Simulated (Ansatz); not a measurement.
**CH6GeO3: inputs that go wrong**

3 inputs were typed for CH6GeO3. Each is run as it stands; the log then has to tell whether the result can be used.

The runs use Ansatz 0.2.0, Gaussian basis; the settings change from run to run.

### 1 The molecule

An earlier PBE0-D4 in a triple-zeta def2 set relaxation fixed the geometry.

SMILES `C[O][GeH]([OH])[OH]`, 11 atoms, charge 0, spin multiplicity 1.

Atoms are counted from 1 here; the program's logs count them from 0.

Bond lengths: C1–O2 1.411 Å, C1–H6 1.092 Å, C1–H7 1.096 Å, C1–H8 1.097 Å, O2–Ge3 1.769 Å, Ge3–O4 1.761 Å, Ge3–O5 1.763 Å, Ge3–H9 1.529 Å, O4–H10 0.961 Å, O5–H11 0.961 Å. Angles: O2–C1–H6 107.9°, O2–C1–H7 111.8°, O2–C1–H8 112.0°, H6–C1–H7 108.4°, H6–C1–H8 108.1°, H7–C1–H8 108.4°, C1–O2–Ge3 120.1°, O2–Ge3–O4 102.8°, O2–Ge3–O5 111.8°, O2–Ge3–H9 112.7°, O4–Ge3–O5 109.2°, O4–Ge3–H9 114.6°, O5–Ge3–H9 106.0°, Ge3–O4–H10 110.6°, Ge3–O5–H11 112.3°.

Geometry (Å):

| atom | x (Å) | y (Å) | z (Å) |
| --- | --- | --- | --- |
| C1 | -0.87650 | 1.17983 | 0.98736 |
| O2 | -0.27815 | 0.81724 | -0.23792 |
| Ge3 | 0.80461 | -0.57922 | -0.31677 |
| O4 | 1.27549 | -0.61101 | -2.01331 |
| O5 | -0.03256 | -2.07822 | 0.08181 |
| H6 | -1.47341 | 2.07810 | 0.81694 |
| H7 | -1.53637 | 0.39210 | 1.36760 |
| H8 | -0.12984 | 1.40888 | 1.75825 |
| H9 | 1.97194 | -0.47570 | 0.66536 |
| H10 | 0.96115 | 0.17602 | -2.46710 |
| H11 | -0.62106 | -2.36491 | -0.62162 |

### 2 Try 1

File in.yaml:

```yaml
crystal:
  periodic: [false, false, false]
  atoms:
    - {symbol: C, position_ang: [-0.784581, 1.223746, 1.068413]}
    - {symbol: O, position_ang: [-0.275140, 0.810157, -0.284514]}
    - {symbol: Ge, position_ang: [0.891452, -0.599696, -0.286156]}
    - {symbol: O, position_ang: [1.343000, -0.589589, -1.918416]}
    - {symbol: O, position_ang: [-0.088138, -2.171322, 0.212402]}
    - {symbol: H, position_ang: [-1.507816, 2.156378, 0.665107]}
    - {symbol: H, position_ang: [-1.575157, 0.562650, 1.389211]}
    - {symbol: H, position_ang: [-0.227888, 1.389991, 1.772051]}
    - {symbol: H, position_ang: [2.050766, -0.542737, 0.641596]}
    - {symbol: H, position_ang: [1.036207, 0.150746, -2.509769]}
    - {symbol: H, position_ang: [-0.604104, -2.366371, -0.649468]}
basis:
  gaussian: {orbitals: cc-pVDZ, fitting: {mean_field: def2-universal-jkfit}, final_grid: {core_spheres: 8, valence_spheres: 7, degree: 23}}
magnetization: {spin_polarized: true, initial_magnetization: 2}
hamiltonian: {xc: {name: HF}}
correlation: {method: mp2, frozen_orbitals: {C: 9}}
accuracy: high
output: {forces: true}
```

The run is started by

```console
$ ansatz run in.yaml --threads 4 --pin off --events-out ev --progress --plain --max-ram 10444MiB
```

What it wrote:

```text
Functional definition: HF
  name "HF"
  cite "Fock, Z. Phys. 61, 126 (1930) doi:10.1007/BF01340294"
  parent pbe
  exchange = exact_x
  correlation = 0
Error: "frozen_orbitals" has no count for O
```

Run time: 0.05 s. Hardware: 4 threads of Arm Neoverse V1, shared host.

Diagnosis: Refused before any calculation. Frozen orbitals are typed for one element alone, and the program wants a count for each. It also asks for charge 0 and multiplicity 3, another species or state than the molecule above. Its coordinates are also moved off the relaxed structure. Fix: leave frozen_orbitals out, or give every element a count that its core really has, and set charge and spin to those of the species named.

### 3 Try 2

File in.yaml:

```yaml
crystal:
  periodic: [true, true, true]
  atoms:
    - {symbol: C, position_ang: [-0.876496, 1.179828, 0.987364]}
    - {symbol: O, position_ang: [-0.278151, 0.817237, -0.237924]}
    - {symbol: Ge, position_ang: [0.804607, -0.579215, -0.316766]}
    - {symbol: O, position_ang: [1.275490, -0.611012, -2.013306]}
    - {symbol: O, position_ang: [-0.032558, -2.078222, 0.081810]}
    - {symbol: H, position_ang: [-1.473410, 2.078096, 0.816941]}
    - {symbol: H, position_ang: [-1.536366, 0.392102, 1.367598]}
    - {symbol: H, position_ang: [-0.129841, 1.408878, 1.758245]}
    - {symbol: H, position_ang: [1.971937, -0.475701, 0.665360]}
    - {symbol: H, position_ang: [0.961150, 0.176020, -2.467098]}
    - {symbol: H, position_ang: [-0.621062, -2.364910, -0.621624]}
basis:
  gaussian: {orbitals: "6-31G*", point_charges: [{charge: 1.00, position_ang: [5.603, -0.744, 0.299]}]}
hamiltonian: {xc: {name: CAM-B3LYP}}
accuracy: high
output: {forces: true}
```

Launched as before.

What it wrote:

```text
Error: YAML parse error: error: line 2 column 3: crystal: missing field `lattice` (a structure is typed as `lattice` and `atoms`, a molecule's as `atoms` in Å alone, or read from a run's directory, `checkpoint`)
 --> <input>:2:3
  |
1 | crystal:
2 |   periodic: [true, true, true]
  |   ^ crystal: missing field `lattice` (a structure is typed as `lattice` and `atoms`, a molecule's as `atoms` in Å alone, or read from a run's directory, `checkpoint`)
3 |   atoms:
4 |     - {symbol: C, position_ang: [-0.876496, 1.179828, 0.987364]}
  |
```

It took 0.05 s on 4 threads of Arm Neoverse V1, shared host.

What is wrong: Refused before any calculation. The molecule is marked periodic without a cell. Cure: set periodic to false, or give a lattice, and remove the point charge.

### 4 Try 3

File in.yaml:

```yaml
crystal:
  periodic: [false, false, false]
  atoms:
    - {symbol: C, position_ang: [-1.850538, 2.580066, 2.143340]}
    - {symbol: O, position_ang: [-0.615161, 1.776429, -0.569091]}
    - {symbol: Ge, position_ang: [1.794931, -1.234827, -0.652998]}
    - {symbol: O, position_ang: [2.789691, -1.361780, -4.418822]}
    - {symbol: O, position_ang: [-0.056745, -4.502747, 0.251375]}
    - {symbol: H, position_ang: [-3.334768, 4.667470, 1.783342]}
    - {symbol: H, position_ang: [-3.339422, 0.754980, 3.064493]}
    - {symbol: H, position_ang: [-0.232969, 3.210224, 3.846048]}
    - {symbol: H, position_ang: [4.266528, -0.999893, 1.511967]}
    - {symbol: H, position_ang: [2.114461, 0.450036, -5.456433]}
    - {symbol: H, position_ang: [-1.315937, -5.243080, -1.246719]}
basis:
  gaussian: {orbitals: pcseg-2}
hamiltonian: {xc: {name: B2PLYP}}
```

Launched as before.

What it wrote, shortened:

```text
Functional definition: B2PLYP
  name "B2PLYP"
  cite "Grimme, J. Chem. Phys. 124, 034108 (2006) doi:10.1063/1.2148954"
  cite "Becke, Phys. Rev. A 38, 3098 (1988) doi:10.1103/PhysRevA.38.3098"
  cite "Lee, Yang & Parr, Phys. Rev. B 37, 785 (1988) doi:10.1103/PhysRevB.37.785"
[...]
1410 factors; integrals over basis functions are off by at most 1.7e-3 eV
[...]
mean field -63722.60356990 eV, -2341.7624884617 hartree, gradient 3.3e-6 eV, S^2 0.000000; 8 other end points of the search recorded, 0 dependent functions left out; unrestricted orbitals would lower it
13 core orbitals not correlated: weight in the atoms' cores, before any rotation towards them, 1.000 or more for the frozen orbitals, at most 0.000 for the correlated occupied ones
reference -63722.60392248 eV, -2341.7625014190 hartree; 21, 21 occupied and 213, 213 virtual orbitals, 1410 factors
second order -50.69552134 eV of doubles, -0.00000000 eV of singles
Total energy: -63736.29171324 eV, -2342.2655184515 hartree
```

Wall time 62 s (4 threads of Arm Neoverse V1, shared host); peak memory 0.59 GiB.

What is wrong: The run converged, but a converged run isn't a right one. The geometry is stretched to more than twice its size. The shortest distance is 2.09 Å (O5–H11), against 0.96 Å in the relaxed molecule. Its coordinates are also moved off the relaxed structure. Its energy is no property of the relaxed molecule. Fix: use the relaxed coordinates.

### 5 How the tries ended

| try | level | ended | cause | time |
| --- | --- | --- | --- | --- |
| 1 | MP2/cc-pVDZ | refused | frozen orbitals are typed for one element alone, and the program wants a count for each | 0.05 s |
| 2 | CAM-B3LYP/6-31G* | refused | the molecule is marked periodic without a cell | 0.05 s |
| 3 | B2PLYP/pcseg-2 | converged | the geometry is stretched to more than twice its size | 62 s |

2 refused, 1 converged. A refusal costs next to no computing time. The dangerous case is the input that converges on a wrong geometry, charge, spin, basis or grid: often only a look at the input shows it.
